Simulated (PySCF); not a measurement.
# One shape, several levels: CH8OSi2 (SMILES C[SiH2][SiH2]O)

Wanted: a comparison of 5 runs (HF/3-21G, HF/def2-SVP, HF/def2-TZVP, B3LYP/6-31G*) of CH8OSi2. Input form: a Python script.

Program for the calculation: PySCF 2.14.0.

**1. Starting point**

The species is CH8OSi2 (12 atoms), meant as a singlet with charge 0. SMILES: `C[SiH2][SiH2]O`. Geometry: relaxed at PBE0-D4/def2-TZVP. This is one conformer, not always the lowest.

Bond lengths: C1–Si2 1.878 Å, Si2–Si3 2.348 Å, Si3–O4 1.656 Å, C1–H5 1.092 Å, C1–H6 1.092 Å, C1–H7 1.092 Å, Si2–H8 1.491 Å, Si2–H9 1.494 Å, Si3–H10 1.495 Å, Si3–H11 1.486 Å, O4–H12 0.958 Å. Some angles: C1–Si2–Si3 111.4°, Si2–Si3–O4 112.9°, C1–Si2–H8 110.3°, C1–Si2–H9 109.9°, Si3–Si2–H8 109.8°, Si3–Si2–H9 108.3°, Si2–C1–H5 110.9°, Si2–C1–H6 110.7°, Si2–C1–H7 110.8°, Si2–Si3–H10 108.5°.

**2. Energy and forces at HF/3-21G (run 1)**

The input, run.py:

```python
from pyscf import gto, scf

mol = gto.Mole()
mol.atom = [
    ('C', (-1.363900, 1.513800, -0.148900)),
    ('Si', (-0.392800, 0.194400, 0.769900)),
    ('Si', (0.929600, -1.075200, -0.697500)),
    ('O', (1.869100, -2.191700, 0.084900)),
    ('H', (-0.692800, 2.186400, -0.687200)),
    ('H', (-1.958800, 2.110300, 0.546100)),
    ('H', (-2.043300, 1.060200, -0.874000)),
    ('H', (-1.318500, -0.701500, 1.520400)),
    ('H', (0.506600, 0.832900, 1.777800)),
    ('H', (1.768000, -0.141100, -1.510100)),
    ('H', (0.088400, -1.859400, -1.638400)),
    ('H', (2.426500, -1.874200, 0.796300)),
]
mol.basis = '3-21g'
mol.verbose = 4
mol.max_memory = 1860
mol.spin = 0
mol.charge = 0
mol.build()

hf = scf.RHF(mol)
hf.conv_tol = 1e-10
hf.kernel()
if not hf.converged:
    hf = hf.newton().run(hf.mo_coeff, hf.mo_occ)

e_tot = hf.e_tot
print('E(%s) = %.9f' % ('HF', e_tot))
grad = hf.nuc_grad_method().kernel()
hf.analyze()
```

Run with:

```bash
$ OMP_NUM_THREADS=1 python run.py
```

Output:

```text
PySCF version 2.14.0

[... 81 lines left out ...]
Nuclear Repulsion Energy =             218.540405458320635
[... 9 lines left out ...]
MO #4   energy= -11.1633069180824  occ= 2
[... 7 lines left out ...]
MO #12  energy= -4.1945903241876   occ= 2
[... 7 lines left out ...]
MO #20  energy= -0.534512449204279 occ= 2
[... 7 lines left out ...]
MO #28  energy= 0.19179387532473   occ= 0
[... 7 lines left out ...]
MO #36  energy= 0.350112330396572  occ= 0
[... 7 lines left out ...]
MO #44  energy= 0.729703729387298  occ= 0
[... 7 lines left out ...]
MO #52  energy= 1.36322687112033   occ= 0
[... 7 lines left out ...]
MO #60  energy= 3.13231712000561   occ= 0
[... 75 lines left out ...]
Dipole moment(X, Y, Z, Debye): -0.06914,  1.95769,  0.60473
```

Run time: 4.2 s. Hardware: 1 thread of Intel Xeon at 2.70GHz, shared host; peak memory 0.13 GiB.

**3. Energy and forces at HF/def2-SVP (run 2)**

The input, input.xyz:

```xyz
12

C     -1.363900     1.513800    -0.148900
Si    -0.392800     0.194400     0.769900
Si     0.929600    -1.075200    -0.697500
O      1.869100    -2.191700     0.084900
H     -0.692800     2.186400    -0.687200
H     -1.958800     2.110300     0.546100
H     -2.043300     1.060200    -0.874000
H     -1.318500    -0.701500     1.520400
H      0.506600     0.832900     1.777800
H      1.768000    -0.141100    -1.510100
H      0.088400    -1.859400    -1.638400
H      2.426500    -1.874200     0.796300
```

The input, run.py:

```python
from pyscf import gto

mol = gto.Mole()
mol.atom = 'input.xyz'
mol.max_memory = 1860
mol.verbose = 4
mol.basis = 'def2-svp'
mol.build()

mf = mol.RHF()
mf.conv_tol = 1e-10
mf.kernel()
if not mf.converged:
    mf = mf.newton().run(mf.mo_coeff, mf.mo_occ)

energy = mf.e_tot
print(f'total energy: {energy:.8f} hartree')
grad = mf.nuc_grad_method().kernel()
dip = mf.dip_moment()
pop, q = mf.mulliken_pop()
```

Run with:

```bash
$ OMP_NUM_THREADS=1 python run.py
```

Output:

```text
PySCF version 2.14.0

[... 66 lines left out ...]
converged SCF energy = -695.020879776382
total energy: -695.02087978 hartree
[... 11 lines left out ...]
Dipole moment(X, Y, Z, Debye): -0.02028,  1.61301,  0.58202
[... 117 lines left out ...]
charge of   11H =      0.21501
```

Run time: 17 s. Hardware: 1 thread of Intel Xeon at 2.70GHz, shared host; peak memory 0.23 GiB.

Runs 3 to 4 aren't shown in full; the table further down has their settings and results.

**4. Energy and forces at B3LYP/6-31G(d) (Cartesian functions) (run 5)**

The input, calc.py:

```python
from pyscf import gto, dft

mol = gto.Mole()
mol.atom = [
    ('C', (-1.363900, 1.513800, -0.148900)),
    ('Si', (-0.392800, 0.194400, 0.769900)),
    ('Si', (0.929600, -1.075200, -0.697500)),
    ('O', (1.869100, -2.191700, 0.084900)),
    ('H', (-0.692800, 2.186400, -0.687200)),
    ('H', (-1.958800, 2.110300, 0.546100)),
    ('H', (-2.043300, 1.060200, -0.874000)),
    ('H', (-1.318500, -0.701500, 1.520400)),
    ('H', (0.506600, 0.832900, 1.777800)),
    ('H', (1.768000, -0.141100, -1.510100)),
    ('H', (0.088400, -1.859400, -1.638400)),
    ('H', (2.426500, -1.874200, 0.796300)),
]
mol.basis = '6-31g*'
mol.cart = True
mol.verbose = 4
mol.max_memory = 1860
mol.build()

myscf = dft.RKS(mol, xc='b3lyp')
myscf.grids.level = 5
myscf.conv_tol = 1e-10
myscf.kernel()
if not myscf.converged:
    myscf = myscf.newton().run(myscf.mo_coeff, myscf.mo_occ)

e_final = myscf.e_tot
print('Final energy', e_final)
grad = myscf.nuc_grad_method().kernel()
dip = myscf.dip_moment()
pop, q = myscf.mulliken_pop()
```

Run with:

```bash
$ OMP_NUM_THREADS=1 python calc.py
```

Output:

```text
PySCF version 2.14.0

[... 81 lines left out ...]
converged SCF energy = -697.165870282827
Final energy -697.1658702828274
[... 12 lines left out ...]
Dipole moment(X, Y, Z, Debye):  0.02114,  1.54594,  0.51415
[... 97 lines left out ...]
charge of   11H =      0.41612
```

Run time: 63 s. Hardware: 1 thread of Intel Xeon at 2.70GHz, shared host; peak memory 0.83 GiB.

**5. The series**

```tsv
run	level	integration grid	Cartesian functions	energy (Eh)	dipole moment (D)	HOMO energy (eV)	LUMO energy (eV)	wall time
1	HF/3-21G	–	no	-691.566120	2.05	-10.30	3.27	4.2 s
2	HF/def2-SVP	–	no	-695.020880	1.71	-10.45	3.14	17 s
3	HF/def2-TZVP	–	no	-695.371731	1.67	-10.43	2.46	93 s
4	B3LYP/6-31G* (spherical functions)	5	no	-697.160305	1.62	-7.19	-0.28	49 s
5	B3LYP/6-31G* (Cartesian functions)	5	yes	-697.165870	1.63	-7.19	-0.30	63 s
```

**6. What came out**

| quantity | value |
| --- | --- |
| run 5: total energy | -697.16587 Eh |
| run 5: dipole moment | 1.63 D |
| run 5: HOMO energy | -7.19 eV |
| run 5: LUMO energy | -0.30 eV |
| run 5: HOMO–LUMO gap | 6.89 eV |
| run 5: largest force on an atom | 0.621 eV/Å |

What this shows: The dipole moment (its size) runs from 1.62 D (B3LYP/6-31G*) to 2.05 D (HF/3-21G). The two ends differ in method and basis. The HOMO–LUMO gap runs from 6.89 eV (B3LYP/6-31G*) to 13.59 eV (HF/def2-SVP). All runs together took 3.8 min, the longest 93 s.
